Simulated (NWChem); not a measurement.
**A workflow on AsH3OSi**

Aim: the energy (singlet AsH3OSi, M06-2X/def2-SVPD), then a single-point energy (singlet AsH3, M06-2X/def2-SVPD), then the energy (singlet OSi, M06-2X/def2-SVPD), then a single-point energy (singlet AsH3, M06-2X/def2-SVPD), then the energy (singlet OSi, M06-2X/def2-SVPD) of AsH3OSi and its partners. 

Program for the calculation: NWChem 7.3.0.

## 1. Starting point

AsH3OSi: 6 atoms, total charge 0, spin state singlet.

Bond lengths: O5–Si6 1.509 Å, As1–H2 1.522 Å, As1–H3 1.522 Å, As1–H4 1.522 Å. Angles: H2–As1–H3 92.0°, H2–As1–H4 92.0°, H3–As1–H4 92.0°.

## 2. The energy at M06-2X/def2-SVPD (pair key fa339edeba, separation 1.3) (run 1)

File mol.nw:

```
START mol
TITLE "AsH3OSi M06-2X"
memory stack 880 mb heap 220 mb global 1100 mb

GEOMETRY units angstroms noautosym nocenter noautoz
  As    -0.215800     0.487620    -0.346000
  H      0.349900     0.630320     1.059400
  H     -1.068000    -0.705480     0.061100
  H      0.933900    -0.412470    -0.774500
  O     -2.346720     4.994380    -2.033490
  Si    -1.607960     5.428170    -0.791590
END

BASIS spherical bse
  * library def2-SVPD
END

DFT
  xc m06-2x
  grid fine
  convergence energy 1e-08
  maxiter 100
  mulliken
  print low
END

TASK dft energy
```

Run with:

```sh
$ nwchem mol.nw > mol.out
```

Standard output:

```text
Northwest Computational Chemistry Package (NWChem) 7.3.0
             --------------------------------------------------------

           Job information
           ---------------

    nwchem branch   = 7.3.0
    use scalapack   = T
    input           = mol.nw
    prefix          = mol.
    data base       = ./mol.db
    status          = startup
    nproc           =        1

           Memory information
           ------------------

[... 5 lines left out ...]
    hardfail = no
[... 40 lines left out ...]
            Nuclear Dipole moment (a.u.)
[... 101 lines left out ...]
         Total DFT energy =    -2601.917130322216
[... 1 line left out ...]
           Coulomb energy =     1286.266328846783
[... 1 line left out ...]
 Nuclear repulsion energy =      154.178565608970
[... 22 lines left out ...]
    Atom       Charge   Shell Charges
 -----------   ------   -------------------------------------------------------
    1 As  33    32.32   2.00  2.00  1.94  0.71  0.33  0.19  5.99  5.80  1.58  1.55  7.87  2.00  0.25  0.10
    2 H    1     1.23   0.58  0.32  0.03  0.30
    3 H    1     1.22   0.58  0.32  0.03  0.29
    4 H    1     1.22   0.58  0.32  0.03  0.29
    5 O    8     8.81   1.98  0.93  0.60  0.19  2.61  1.88  0.45  0.01  0.16
    6 Si  14    13.19   2.00  1.94  0.71  0.44  0.26  5.80  1.03  0.63  0.26  0.13

 Task  times  cpu:       23.6s     wall:       23.6s
 Total times  cpu:       23.7s     wall:       23.7s
```

Wall time 24 s (1 thread of Intel Xeon 6975P-C (Granite Rapids), shared host); peak memory 0.12 GiB.

## 3. AsH3: the energy at M06-2X/def2-SVPD (pair key fa339edeba, separation 1.3) (run 2)

File ash3.nw:

```
start ash3
title "AsH3"
memory 2200 mb

geometry noautosym nocenter noautoz
  As   -0.215800    0.487620   -0.346000
  H     0.349900    0.630320    1.059400
  H    -1.068000   -0.705480    0.061100
  H     0.933900   -0.412470   -0.774500
end

basis spherical bse
  * library def2-SVPD
end

dft
  xc m06-2x
  grid fine
  convergence energy 1e-08
  iterations 100
  mulliken
  print low
end

task dft energy
```

Run with:

```sh
$ nwchem ash3.nw > ash3.out
```

Standard output:

```text
Northwest Computational Chemistry Package (NWChem) 7.3.0
             --------------------------------------------------------

           Job information
           ---------------

    nwchem branch   = 7.3.0
    use scalapack   = T
    input           = ash3.nw
    prefix          = ash3.
    data base       = ./ash3.db
    status          = startup
    nproc           =        1

           Memory information
           ------------------

[... 5 lines left out ...]
    hardfail = no
[... 36 lines left out ...]
            Nuclear Dipole moment (a.u.)
[... 87 lines left out ...]
         Total DFT energy =    -2237.386494742982
[... 1 line left out ...]
           Coulomb energy =      998.218446628786
[... 1 line left out ...]
 Nuclear repulsion energy =       35.153225468853
[... 16 lines left out ...]
     -------------------------------------------
      Total Density - Lowdin Population Analysis
     -------------------------------------------

    Atom       Charge   Shell Charges
 -----------   ------   -------------------------------------------------------
    1 As  33    32.32   2.00  2.00  1.94  0.71  0.33  0.19  5.99  5.80  1.58  1.55  7.87  2.00  0.25  0.10
    2 H    1     1.23   0.58  0.32  0.03  0.29
    3 H    1     1.23   0.58  0.32  0.03  0.29
    4 H    1     1.23   0.58  0.32  0.03  0.29

 Task  times  cpu:        6.4s     wall:        6.4s
 Total times  cpu:        6.4s     wall:        6.4s
```

Run time: 7.2 s. Hardware: 1 thread of Intel Xeon 6975P-C (Granite Rapids), shared host; peak memory 0.11 GiB.

## 4. OSi: a single-point energy at M06-2X/def2-SVPD (pair key fa339edeba, separation 1.3) (run 3)

File m1.nw:

```
start m1
title "OSi"
memory 2200 mb

geometry units bohr noautosym nocenter noautoz
   O     -4.43465809     9.43801036    -3.84273918
   Si    -3.03860402    10.25775466    -1.49588830
end

basis spherical bse
   * library def2-SVPD
end

dft
   xc m06-2x
   grid fine
   convergence energy 1e-08
   maxiter 100
   mulliken
   noprint "final vectors analysis"
end

task dft energy
```

Run with:

```sh
$ nwchem m1.nw > m1.out
```

Standard output:

```text
Northwest Computational Chemistry Package (NWChem) 7.3.0
             --------------------------------------------------------

           Job information
           ---------------

    nwchem branch   = 7.3.0
    use scalapack   = T
    input           = m1.nw
    prefix          = m1.
    data base       = ./m1.db
    status          = startup
    nproc           =        1

           Memory information
           ------------------

[... 5 lines left out ...]
    hardfail = no
[... 87 lines left out ...]
  convergence criterion.
[... 37 lines left out ...]
          Spatial weights used:  Erf1
[... 70 lines left out ...]
         Total DFT energy =     -364.530048369152
[... 3 lines left out ...]
 Nuclear repulsion energy =       39.283360326709
[... 33 lines left out ...]
     Multipole analysis of the density
     ---------------------------------

     L   x y z        total         alpha         beta         nuclear
     -   - - -        -----         -----         ----         -------
     0   0 0 0     -0.000000    -11.000000    -11.000000     22.000000

     1   1 0 0      0.641718     39.329720     39.329720    -78.017721
[... 8 lines of this table left out ...]
     2   0 0 2    -19.283019    -84.371860    -84.371860    149.460701

 Task  times  cpu:        2.8s     wall:        2.8s
 Total times  cpu:        2.8s     wall:        2.8s
```

It took 3.6 s on 1 thread of Intel Xeon 6975P-C (Granite Rapids), shared host; peak memory 0.11 GiB.

## 5. AsH3 among ghost functions: the energy at M06-2X/def2-SVPD (pair key fa339edeba, separation 1.3, with ghost functions) (run 4)

File ash3.nw:

```
start ash3
title "AsH3"
memory 2200 mb
charge 0
geometry units atomic noautosym nocenter noautoz
  As  -0.40780290   0.92146825  -0.65384524
  H    0.66121517   1.19113217   2.00197586
  H   -2.01822750  -1.33316399   0.11546227
  H    1.76481523  -0.77945533  -1.46359288
  bqO     -4.434658     9.438010    -3.842739
  bqSi    -3.038604    10.257755    -1.495888
end
basis spherical bse
  As library def2-SVPD
  H library def2-SVPD
  bqO library O def2-SVPD
  bqSi library Si def2-SVPD
end
dft
  xc m06-2x
  grid fine
  convergence energy 1e-08
  iterations 100
  mulliken
  noprint "final vectors analysis"
end
task dft
```

Run with:

```sh
$ nwchem ash3.nw > ash3.out
```

Standard output:

```text
Northwest Computational Chemistry Package (NWChem) 7.3.0
             --------------------------------------------------------

           Job information
           ---------------

    nwchem branch   = 7.3.0
    use scalapack   = T
    input           = ash3.nw
    prefix          = ash3.
    data base       = ./ash3.db
    status          = startup
    nproc           =        1

           Memory information
           ------------------

[... 5 lines left out ...]
    hardfail = no
[... 108 lines left out ...]
  convergence criterion.
[... 39 lines left out ...]
          Spatial weights used:  Erf1
[... 77 lines left out ...]
         Total DFT energy =    -2237.386735238642
[... 3 lines left out ...]
 Nuclear repulsion energy =       35.153222928439
[... 41 lines left out ...]
     Multipole analysis of the density
     ---------------------------------

     L   x y z        total         alpha         beta         nuclear
     -   - - -        -----         -----         ----         -------
     0   0 0 0     -0.000000    -18.000000    -18.000000     36.000000

     1   1 0 0      0.049460      6.549576      6.549576    -13.049693
[... 8 lines of this table left out ...]
     2   0 0 2    -15.234161    -17.752726    -17.752726     20.271292

 Task  times  cpu:       16.1s     wall:       16.1s
 Total times  cpu:       16.1s     wall:       16.1s
```

Run time: 17 s. Hardware: 1 thread of Intel Xeon 6975P-C (Granite Rapids), shared host; peak memory 0.11 GiB.

## 6. OSi among ghost functions: the energy at M06-2X/def2-SVPD (pair key fa339edeba, separation 1.3, with ghost functions) (run 5)

File input.nw:

```
START input
TITLE "OSi"
memory stack 880 mb heap 220 mb global 1100 mb

GEOMETRY noautosym nocenter noautoz
  O       -2.346720       4.994380      -2.033490
  Si      -1.607960       5.428170      -0.791590
  bqAs    -0.215800     0.487620    -0.346000
  bqH      0.349900     0.630320     1.059400
  bqH     -1.068000    -0.705480     0.061100
  bqH      0.933900    -0.412470    -0.774500
END

BASIS spherical bse
  O library def2-SVPD
  Si library def2-SVPD
  bqAs library As def2-SVPD
  bqH library H def2-SVPD
END

DFT
  xc m06-2x
  mult 1
  grid fine
  convergence energy 1e-08
  iterations 100
  mulliken
  print low
END

TASK dft energy
```

Run with:

```sh
$ nwchem input.nw > input.out
```

Standard output:

```text
Northwest Computational Chemistry Package (NWChem) 7.3.0
             --------------------------------------------------------

           Job information
           ---------------

    nwchem branch   = 7.3.0
    use scalapack   = T
    input           = input.nw
    prefix          = input.
    data base       = ./input.db
    status          = startup
    nproc           =        1

           Memory information
           ------------------

[... 5 lines left out ...]
    hardfail = no
[... 38 lines left out ...]
            Nuclear Dipole moment (a.u.)
[... 105 lines left out ...]
         Total DFT energy =     -364.530149281641
[... 1 line left out ...]
           Coulomb energy =      208.342912405094
[... 1 line left out ...]
 Nuclear repulsion energy =       39.283363225989
[... 22 lines left out ...]
    Atom       Charge   Shell Charges
 -----------   ------   -------------------------------------------------------
    1 O    8     8.81   1.98  0.93  0.60  0.19  2.61  1.88  0.45  0.01  0.16
    2 Si  14    13.19   2.00  1.94  0.71  0.44  0.26  5.80  1.02  0.63  0.26  0.13
    3 X    0     0.00   0.00  0.00  0.00  0.00  0.00  0.00  0.00  0.00  0.00  0.00  0.00  0.00  0.00  0.00
    4 X    0     0.00   0.00  0.00  0.00  0.00
    5 X    0     0.00   0.00  0.00  0.00  0.00
    6 X    0     0.00   0.00  0.00  0.00  0.00

 Task  times  cpu:       15.2s     wall:       15.2s
 Total times  cpu:       15.2s     wall:       15.2s
```

It took 16 s on 1 thread of Intel Xeon 6975P-C (Granite Rapids), shared host; peak memory 0.12 GiB.

## 7. Results

| quantity | value |
| --- | --- |
| run 1, M06-2X/def2-SVPD: total energy | -2601.91713 Eh |
| AsH3: total energy | -2237.38649 Eh |
| OSi: total energy | -364.53005 Eh |
| OSi: dipole moment | 3.33 D |
| AsH3 among ghost functions: total energy | -2237.38674 Eh |
| AsH3 among ghost functions: dipole moment | 0.37 D |
| OSi among ghost functions: total energy | -364.53015 Eh |
| interaction energy of the rigid parts AsH3 and OSi (parts in their own basis) | -0.016 eV |
| interaction energy of the rigid parts AsH3 and OSi (parts in the whole basis, counterpoise) | -0.007 eV |

**Reading.** The interaction energy of the rigid parts AsH3 and OSi (parts in their own basis) is −0.02 eV (−0.4 kcal/mol): the parts attract. The interaction energy of the rigid parts AsH3 and OSi (parts in the whole basis, counterpoise) is −0.01 eV (−0.6 kJ/mol): the parts attract. The basis-set superposition error is 0.9 kJ/mol. Mulliken charges (AsH3) run from -0.42 on As1 to +0.14 on H2; in a basis this large or diffuse they mean little.
